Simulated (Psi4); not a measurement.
# A workflow on C2H7Ga (SMILES C[CH2][GaH2]), part 1 of 3

Aim: a series of 10 runs (PBE-D4/def2-SVP, PBE0-D4/def2-TZVP, PBE-D4/def2-TZVPP, r2SCAN-D4/def2-TZVPP, B3LYP-D4/def2-TZVPP, PBE0-D4/def2-TZVPP, wB97M-V/def2-TZVPP, CCSD(T)/def2-TZVPP, and more) of C2H7Ga. 

The calculation is run with Psi4 1.11.

## Step 1: The molecule

The species is C2H7Ga (10 atoms), meant as a singlet with charge 0. SMILES: `C[CH2][GaH2]`. Geometry: a GFN2-xTB, rattled relaxation, a rough one for these elements and not checked as a minimum. The run starts from this shape.

Bond lengths: C1–C2 1.528 Å, C2–Ga3 1.990 Å, C1–H4 1.135 Å, C1–H5 1.125 Å, C1–H6 1.072 Å, C2–H7 1.130 Å, C2–H8 1.121 Å, Ga3–H9 1.515 Å, Ga3–H10 1.614 Å. Some angles: C1–C2–Ga3 115.2°, C1–C2–H7 108.8°, C1–C2–H8 107.5°, Ga3–C2–H7 109.5°, Ga3–C2–H8 111.2°, C2–C1–H4 110.8°, C2–C1–H5 109.0°, C2–C1–H6 108.2°, C2–Ga3–H9 125.3°, C2–Ga3–H10 122.8°.

## Step 2: A geometry optimisation at PBE-D4/def2-SVP (density fitting) (run 1)

File run.py:

```python
import psi4

psi4.set_memory('4400 MB')
psi4.set_num_threads(2)
psi4.set_output_file('output.dat', False)

geom = psi4.geometry("""
0 1
C     -1.072352     0.466381    -0.650591
C     -0.112048    -0.629561    -0.189098
Ga     1.364668    -0.017756     0.995890
H     -1.919889     0.026600    -1.263991
H     -0.501803     1.219192    -1.262250
H     -1.476497     0.946432     0.218784
H     -0.705306    -1.438050     0.332668
H      0.287444    -1.135526    -1.106130
H      1.282007     0.110778     2.503116
H      2.749386     0.585488     0.426108
symmetry c1
""")

psi4.set_options({
    'basis': 'def2-SVP',
    'reference': 'rks',
    'scf_type': 'df',
    'geom_maxiter': 60,
    'max_force_g_convergence': 0.0005,
})

e = psi4.optimize("pbe-d4")
print(f'total energy {e:.8f} hartree = {e * 27.211386:.5f} eV')
print(geom.to_string(dtype='xyz', units='Angstrom'))
```

On the command line:

```
$ python run.py
```

output.dat:

```text
Psi4 1.11 release

gradient() will perform analytic gradient computation.

   => Loading Basis Set <=

    Name: DEF2-SVP
    Role: ORBITAL
    Keyword: BASIS

   => PBE-D4(BJ,EEQ)ATM: Empirical Dispersion <=

        a1 =       0.385750
        a2 =       4.806885
       alp =      16.000000
        s6 =       1.000000
        s8 =       0.959481
        s9 =       1.000000
        ga =       3.000000
        gc =       2.000000
        wf =       6.000000

         ---------------------------------------------------------
                                   SCF
                              RKS Reference
                        2 Threads,   4196 MiB Core
         ---------------------------------------------------------

  ==> Geometry <==

    Molecular point group: c1
    Full point group: C1

    Geometry (in Angstrom), charge = 0, multiplicity = 1:

       Center              X                  Y                   Z               Mass
    ------------   -----------------  -----------------  -----------------  -----------------
         C           -1.868116768709     0.495032873167    -1.234837205571    12.000000000000
         C           -0.907812768709    -0.600909126833    -0.773344205571    12.000000000000
         GA           0.568903231291     0.010895873167     0.411643794429    68.925573500000
[... 6 lines of this table left out ...]
         H            1.953621231291     0.614139873167    -0.158138205571     1.007825032230

  Running in c1 symmetry.

  Rotational constants: A =      0.84280  B =      0.11554  C =      0.11037 [cm^-1]
  Rotational constants: A =  25266.57815  B =   3463.78505  C =   3308.83866 [MHz]
  Nuclear repulsion =  172.180657222248641

  Charge       = 0
  Multiplicity = 1
  Electrons    = 50
  Nalpha       = 25
  Nbeta        = 25

  ==> Algorithm <==

  SCF Algorithm Type is DF.
  DIIS enabled.
  MOM disabled.
  Fractional occupation disabled.
  Guess Type is SAD.
  Energy threshold   = 1.00e-08
  Density threshold  = 1.00e-08
  Integral threshold = 1.00e-12

  ==> Primary Basis <==

  Basis Set: DEF2-SVP
    Blend: DEF2-SVP
    Number of shells: 45
    Number of basis functions: 95
    Number of Cartesian functions: 100
    Spherical Harmonics?: true
    Max angular momentum: 2

  ==> DFT Potential <==

   => LibXC <=

    Version 7.1.2

   => Composite Functional: PBE-D4BJEEQATM <=

    PBE GGA Exchange-Correlation Functional

    Deriv               =              1
    GGA                 =           TRUE
    Meta                =          FALSE

    Exchange Hybrid     =          FALSE
    MP2 Hybrid          =          FALSE

   => Exchange Functionals <=

    1.0000     XC_GGA_X_PBE

   => Correlation Functionals <=

    1.0000     XC_GGA_C_PBE

   => LibXC Density Thresholds  <==

    XC_GGA_C_PBE:  1.00E-12
    XC_GGA_X_PBE:  1.00E-15

   => Molecular Quadrature <=

    Radial Scheme          =       TREUTLER
    Pruning Scheme         =           NONE
    Nuclear Scheme         =       TREUTLER

    Blocking Scheme        =         OCTREE
    BS radius alpha        =              1
    Pruning alpha          =              1
    Radial Points          =             75
    Spherical Points       =            302
    Total Points           =         216118
    Total Blocks           =           1645
    Max Points             =            256
    Max Functions          =             94
    Weights Tolerance      =       1.00E-15

   => Loading Basis Set <=

    Name: (DEF2-SVP AUX)
    Role: JKFIT
    Keyword: DF_BASIS_SCF

  ==> Integral Setup <==

  DFHelper Memory: AOs need 0.040 GiB; user supplied 2.614 GiB.
  SCF_SUBTYPE=INCORE selected. In-core MEM_DF algorithm will be used.
  Using in-core AOs.

  ==> MemDFJK: Density-Fitted J/K Matrices <==

    J tasked:                   Yes
    K tasked:                    No
    wK tasked:                   No
    Memory [MiB]:              2676
    Algorithm:                 Core
    Schwarz Cutoff:           1E-12
    Mask sparsity (%):       1.5291
    Fitting Condition:        1E-10

   => Auxiliary Basis Set <=

  Basis Set: (DEF2-SVP AUX)
    Blend: DEF2-UNIVERSAL-JKFIT
    Number of shells: 152
    Number of basis functions: 542
    Number of Cartesian functions: 689
    Spherical Harmonics?: true
    Max angular momentum: 5

  Cached 100.0% of DFT collocation blocks in 0.459 [GiB].

  Minimum eigenvalue in the overlap matrix is 3.8878138907E-03.
  Reciprocal condition number of the overlap matrix is 6.4096425604E-04.
    Using symmetric orthogonalization.

  ==> Pre-Iterations <==

  SCF Guess: Superposition of Atomic Densities via on-the-fly atomic UHF (no occupation information).

   -------------------------
    Irrep   Nso     Nmo
   -------------------------
     A         95      95
   -------------------------
    Total      95      95
   -------------------------

  ==> Iterations <==

                           Total Energy        Delta E     RMS |[F,P]|

[... 1 line left out ...]
   @DF-RKS iter   1: -2002.37973744950955   -1.28766e+00   2.80297e-02 ADIIS/DIIS
[... 4 lines left out ...]
   @DF-RKS iter   6: -2004.52511155217644   -5.13784e-02   7.68801e-04 ADIIS/DIIS
[... 4 lines left out ...]
   @DF-RKS iter  11: -2004.52743962098066   -5.48880e-09   2.43626e-07 DIIS
[... 36 lines left out ...]
  @DF-RKS Final Energy: -2004.52743962145769
[... 7 lines left out ...]
    Empirical Dispersion Energy =          -0.0059380951646792
[... 18 lines left out ...]
 Dipole Z            :          6.5087536           -6.6698815           -0.1611278
[... 130 lines left out ...]
	  Convergence Criteria              o    5.00e-04 *             o             o             o~
[... 135 lines left out ...]
   @DF-RKS iter   2: -2004.53230004582065    3.12188e-05   2.78580e-04 ADIIS/DIIS
[... 4 lines left out ...]
   @DF-RKS iter   7: -2004.53278327419935   -4.42697e-09   9.08970e-08 DIIS
[... 15 lines left out ...]
  @DF-RKS Final Energy: -2004.53278327426074
[... 7 lines left out ...]
    Empirical Dispersion Energy =          -0.0059222293529012
[... 18 lines left out ...]
 Dipole Z            :          6.3064747           -6.5362482           -0.2297735
[... 99 lines left out ...]
	  Convergence Criteria              o    5.00e-04 *             o             o             o
[... 110 lines left out ...]
   @DF-RKS iter   2: -2004.52831166164196    2.96395e-05   2.32270e-04 ADIIS/DIIS
[... 4 lines left out ...]
   @DF-RKS iter   7: -2004.52861568988601   -6.74004e-09   9.28317e-08 DIIS
[... 15 lines left out ...]
  @DF-RKS Final Energy: -2004.52861568995195
[... 7 lines left out ...]
    Empirical Dispersion Energy =          -0.0059673754172338
[... 18 lines left out ...]
 Dipole Z            :          6.1515792           -6.3908169           -0.2392377
[... 99 lines left out ...]
	  Convergence Criteria              o    5.00e-04 *             o             o             o
[... 110 lines left out ...]
   @DF-RKS iter   2: -2004.53215831852208   -1.28098e-05   8.76446e-05 DIIS
[... 4 lines left out ...]
   @DF-RKS iter   7: -2004.53220474871000   -1.46179e-09   3.62676e-08 DIIS
[... 15 lines left out ...]
  @DF-RKS Final Energy: -2004.53220474871910
[... 7 lines left out ...]
    Empirical Dispersion Energy =          -0.0059679572721947
[... 18 lines left out ...]
 Dipole Z            :          6.1641559           -6.3931209           -0.2289649
[... 99 lines left out ...]
	  Convergence Criteria              o    5.00e-04 *             o             o             o
[... 110 lines left out ...]
   @DF-RKS iter   2: -2004.53335393912994    3.56550e-05   1.13681e-04 ADIIS/DIIS
[... 4 lines left out ...]
   @DF-RKS iter   7: -2004.53342133769547   -3.42425e-10   3.12025e-08 DIIS
[... 15 lines left out ...]
  @DF-RKS Final Energy: -2004.53342133769956
[... 7 lines left out ...]
    Empirical Dispersion Energy =          -0.0059515316061838
[... 18 lines left out ...]
 Dipole Z            :          6.1971282           -6.4207630           -0.2236348
[... 99 lines left out ...]
	  Convergence Criteria              o    5.00e-04 *             o             o             o
[... 93 lines left out ...]
   @DF-RKS iter   2: -2004.53345828797728    6.47953e-06   4.29780e-05 DIIS
[... 4 lines left out ...]
   @DF-RKS iter   7: -2004.53346854188476   -1.22782e-11   9.20707e-09 DIIS
[... 18 lines left out ...]
    One-Electron Energy =               -3132.8113274630368323
[... 4 lines left out ...]
    Total Energy =                      -2004.5334685418847585
[... 107 lines left out ...]
	                                 ==> Convergence Check <==
[... 109 lines left out ...]
                           Total Energy        Delta E     RMS |[F,P]|
[... 5 lines left out ...]
   @DF-RKS iter   4: -2004.53348432516441   -4.72282e-08   8.54984e-07 DIIS
[... 4 lines left out ...]
  Energy and wave function converged.
[... 18 lines left out ...]
    Virtual:

      26A     -0.081581    27A      0.014617    28A      0.044613
      29A      0.070486    30A      0.073026    31A      0.089938
      32A      0.100859    33A      0.103523    34A      0.140528
[... 19 lines of this table left out ...]
      92A      2.752630    93A      2.841522    94A      2.871237
      95A      2.921891

    Final Occupation by Irrep:
              A
    DOCC [    25 ]
    NA   [    25 ]
    NB   [    25 ]

  @DF-RKS Final Energy: -2004.53348433013252

   => Energetics <=

    Nuclear Repulsion Energy =            172.3570286929653435
    One-Electron Energy =               -3132.8613373522193797
    Two-Electron Energy =                1043.9630887958819585
    DFT Exchange-Correlation Energy =     -87.9863046617956428
    Empirical Dispersion Energy =          -0.0059598049647194
    VV10 Nonlocal Energy =                  0.0000000000000000
    Total Energy =                      -2004.5334843301325236

Computation Completed

Properties will be evaluated at   0.000000,   0.000000,   0.000000 [a0]

Properties computed using the SCF density matrix

 Multipole Moments:

 ------------------------------------------------------------------------------------
     Multipole            Electronic (a.u.)      Nuclear  (a.u.)        Total (a.u.)
 ------------------------------------------------------------------------------------

 L = 1.  Multiply by 2.5417464519 to convert [e a0] to [Debye]
 Dipole X            :          9.0251055           -9.2850965           -0.2599911
 Dipole Y            :         -0.3514664            0.2166134           -0.1348530
 Dipole Z            :          6.2348515           -6.4428744           -0.2080229
 Magnitude           :                                                    0.3592412

 ------------------------------------------------------------------------------------

	total time  =          4 seconds =       0.07 minutes

         ------------------------------------------------------------
                                   SCF GRAD
         ------------------------------------------------------------

  ==> Geometry <==

    Molecular point group: c1
    Full point group: C1

    Geometry (in Angstrom), charge = 0, multiplicity = 1:

       Center              X                  Y                   Z               Mass
    ------------   -----------------  -----------------  -----------------  -----------------
         C           -1.846765818643     0.473905989212    -1.205123904237    12.000000000000
         C           -0.910096054013    -0.659764038068    -0.750009829371    12.000000000000
         GA           0.566930630026     0.026295636429     0.400050703209    68.925573500000
[... 6 lines of this table left out ...]
         H            1.894941002277     0.607246290090    -0.251230995229     1.007825032230

  Nuclear repulsion =  172.357028692965343

   => Molecular Quadrature <=

    Radial Scheme          =       TREUTLER
    Pruning Scheme         =           NONE
    Nuclear Scheme         =       TREUTLER

    Blocking Scheme        =         OCTREE
    BS radius alpha        =              1
    Pruning alpha          =              1
    Radial Points          =             75
    Spherical Points       =            302
    Total Points           =         216215
    Total Blocks           =           1653
    Max Points             =            256
    Max Functions          =             94
    Weights Tolerance      =       1.00E-15

  -Total Gradient:
     Atom            X                  Y                   Z
    ------   -----------------  -----------------  -----------------
       1        0.000186440977    -0.000152380172     0.000406354021
       2       -0.000428830063    -0.000001283928    -0.000207765186
       3        0.000069523318     0.000076257586    -0.000008574998
[... 6 lines of this table left out ...]
      10        0.000078245522    -0.000021309032     0.000076900718

	total time  =          1 seconds =       0.02 minutes

    			-----------------------------------------

    			 OPTKING 3.0: for geometry optimizations

    			        with contributions from

    			-----------------------------------------

	                            ===> Fragment 1 <==

	 Z (Atomic Numbers)          Masses                          Geom
	       6.000000            12.000000         -3.48988162  0.89555253 -2.27735413
	       6.000000            12.000000         -1.71983229 -1.24677334 -1.41731317
	      31.000000            68.925573          1.07134362  0.04969155  0.75598627
[... 6 lines of this table left out ...]
	       1.000000             1.007825          3.58091952  1.14752918 -0.47475778

	 - Coordinate -           - BOHR/RAD -       - ANG/DEG -
	 R(1,2)           =         2.909004           1.539379
	 R(1,4)           =         2.100850           1.111722
	 R(1,5)           =         2.099401           1.110955
[... 35 lines of this table left out ...]
	 D(8,2,3,10)      =         0.639280          36.628021

	        --- Internal Coordinate Step in ANG or DEG, aJ/ANG or AJ/DEG ---
	-------------------------------------------------------------------------------
	           Coordinate      Previous         Force          Change          New
	           ----------      --------        ------          ------        ------
	               R(1,2)       1.53938        0.00110        0.00048       1.53986
	               R(1,4)       1.11172       -0.00118       -0.00025       1.11148
	               R(1,5)       1.11096       -0.00105       -0.00020       1.11075
[... 35 lines of this table left out ...]
	          D(8,2,3,10)      36.62802       -0.00000        1.85853      38.48655
	-------------------------------------------------------------------------------

	                                 ==> Convergence Check <==

	Measures of convergence in internal coordinates in au.

	Criteria marked as inactive (o), active & met (*), and active & unmet ( ).

	----------------------------------------------------------------------------------------------
	   Step    Total Energy     Delta E     Max Force     RMS Force      Max Disp      RMS Disp
	----------------------------------------------------------------------------------------------
	  Convergence Criteria              o    5.00e-04 *             o             o             o
	----------------------------------------------------------------------------------------------
	     7   -2004.53348433   -1.58e-05 o    2.02e-04 *    8.40e-05 o    3.30e-02 o    1.30e-02 o  ~
	----------------------------------------------------------------------------------------------

Next Geometry in Ang
	Fragment 1 (Ang)

	    C  -1.8433245470   0.4749191832  -1.2084104134
	    C  -0.9131199291  -0.6611552093  -0.7444849267
	   Ga   0.5665715236   0.0260840804   0.4010636591
[... 6 lines of this table left out ...]
	    H   1.8776178806   0.6356120711  -0.2583087602

    Final optimized geometry and variables:
    Molecular point group: c1
    Full point group: C1

    Geometry (in Angstrom), charge = 0, multiplicity = 1:

    C           -1.846765818643     0.473905989212    -1.205123904237
    C           -0.910096054013    -0.659764038068    -0.750009829371
    GA           0.566930630026     0.026295636429     0.400050703209
[... 6 lines of this table left out ...]
    H            1.894941002277     0.607246290090    -0.251230995229

[set-up sections that repeat, and orbital energies of the middle runs, are left out above]
```

The script printed:

```text
Optimizer: Optimization complete!
total energy -2004.53348433 hartree = -54546.13439 eV
10
0 1 C2GaH7
C                    -1.846765818643     0.473905989212    -1.205123904237
C                    -0.910096054013    -0.659764038068    -0.750009829371
Ga                    0.566930630026     0.026295636429     0.400050703209
H                    -2.671297820536     0.094996173434    -1.847385286364
H                    -1.313712858102     1.248104684115    -1.797316987138
H                    -2.325779245301     0.992695986027    -0.347952669828
H                    -1.480456108374    -1.426925067665    -0.185033535309
H                    -0.465788944142    -1.167851485714    -1.632236812064
H                     0.414954197224     0.066343844618     1.980964573110
H                     1.894941002277     0.607246290090    -0.251230995229
```

Wall time 42 s (2 threads of Intel Xeon Platinum 8375C at 2.90GHz (Ice Lake), shared host); peak memory 0.82 GiB.

Steps, from the record of the run:

```
step  energy from the first frame kept (eV)  largest force (eV/Å)
   0                                 0.0000                1.4002
   1                                -0.1454                0.3703
   2                                -0.0320                1.2612
   3                                -0.1297                0.6552
   4                                -0.1628                0.1378
   5                                -0.1641                0.0519
   6                                -0.1645                0.0245
```

After the run. Bond lengths: C1–C2 1.539 Å, C2–Ga3 1.994 Å, C1–H4 1.112 Å, C1–H5 1.111 Å, C1–H6 1.111 Å, C2–H7 1.110 Å, C2–H8 1.111 Å, Ga3–H9 1.589 Å, Ga3–H10 1.589 Å. Some angles: C1–C2–Ga3 111.6°, C1–C2–H7 110.3°, C1–C2–H8 110.2°, Ga3–C2–H7 109.0°, Ga3–C2–H8 108.6°, C2–C1–H4 111.8°, C2–C1–H5 112.3°, C2–C1–H6 112.2°, C2–Ga3–H9 120.8°, C2–Ga3–H10 120.6°.

(Continued in part 2 of 3.)
